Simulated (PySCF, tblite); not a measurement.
# C4H12OP2Si: infrared bands and NMR shifts

What infrared bands and NMR shifts should C4H12OP2Si (`CC(=O)CP(P)C[SiH3]`) show?

Programs: tblite 0.8.0 and PySCF 2.14.0, with density-fitted response routines of our own. Each step states its level of theory. These are calculated values for one molecule in the gas phase, unless marked as measured. Atoms count from 0, in the outputs and in this text.

## 1. The starting structure

20 atoms, charge 0, multiplicity 1; geometry from: GFN2-xTB.

Bonds of the start (Å): C0–C1 1.50, C1–O2 1.21, C1–C3 1.49, C3–P4 1.89, P4–P5 2.17, P4–C6 1.86, C6–Si7 1.91, C0–H8 1.09, C0–H9 1.09, C0–H10 1.09, C3–H11 1.09, C3–H12 1.09, P5–H13 1.39, P5–H14 1.41, C6–H15 1.09, C6–H16 1.09, Si7–H17 1.47, Si7–H18 1.47, Si7–H19 1.46.

## 2. Infrared spectrum with GFN2-xTB

Job settings and geometry (Å):

```
{"job": {"kind": "ir", "xc": "GFN2-xTB", "basis": "xTB"}, "charge": 0, "multiplicity": 1}
C      3.180447    -0.683986    -0.689722
C      1.877893    -0.558040     0.048194
O      1.818597    -0.317729     1.234540
C      0.638326    -0.678917    -0.774759
P     -0.146113     1.040320    -0.786431
P     -0.183409     1.322176     1.361395
C     -1.907953     0.537494    -1.078869
Si    -2.863052    -0.357989     0.317430
H      3.250542    -1.668140    -1.148968
H      3.209946     0.062150    -1.482539
H      4.017229    -0.534480    -0.012594
H      0.837530    -0.990673    -1.800592
H     -0.068412    -1.358370    -0.295316
H      0.986303     2.074588     1.390937
H     -0.955650     2.485872     1.191153
H     -1.898243    -0.061602    -1.993299
H     -2.436774     1.461123    -1.331220
H     -4.034968    -0.952195    -0.334361
H     -2.054209    -1.425597     0.911396
H     -3.273178     0.614676     1.328577
```

**Question.** This job is followed by: GIAO PBE0/pcSseg-1 NMR shielding, non-relativistic, gas phase. What will the session give for the following? strongest single infrared mode (GFN2-xTB); zero-point energy (GFN2-xTB); ¹³C shifts against TMS (PBE0/pcSseg-1); ¹H shifts against TMS (PBE0/pcSseg-1, means over atoms taken as alike); ¹⁷O shifts against H2O (PBE0/pcSseg-1); ³¹P shifts against H3PO4 (PBE0/pcSseg-1); ²⁹Si shifts against TMS (PBE0/pcSseg-1).

**Answer**, as computed:

```
                                                              quantity                             value
                             strongest single infrared mode (GFN2-xTB)             2239 cm⁻¹, 441 km/mol
                                          zero-point energy (GFN2-xTB)                     90.0 kcal/mol
                                ¹³C shifts against TMS (PBE0/pcSseg-1)        212.6, 42.0, 35.5, 4.0 ppm
¹H shifts against TMS (PBE0/pcSseg-1, means over atoms taken as alike)  4.04, 2.63, 2.23, 1.95, 0.85 ppm
                                ¹⁷O shifts against H2O (PBE0/pcSseg-1)                         658.7 ppm
                              ³¹P shifts against H3PO4 (PBE0/pcSseg-1)                 -53.1, -221.8 ppm
                               ²⁹Si shifts against TMS (PBE0/pcSseg-1)                         -88.1 ppm
```

What this shows: All 54 modes are real, so the xTB geometry is a minimum. The strongest single mode, at 2239 cm⁻¹, moves mainly H17. GFN2-xTB is a fitted tight-binding method: band positions and strengths are rough. Its intensities can rank the bands wrongly. C1 (ketone carbonyl carbon) lies farthest downfield among carbon, at 212.6 ppm; the double bond to the heteroatom, with no lone-pair donor beside it, deshields it most. At PBE0/pcSseg-1: Shielding is most anisotropic at O2 (span 1233 ppm, paramagnetic term -729 ppm).
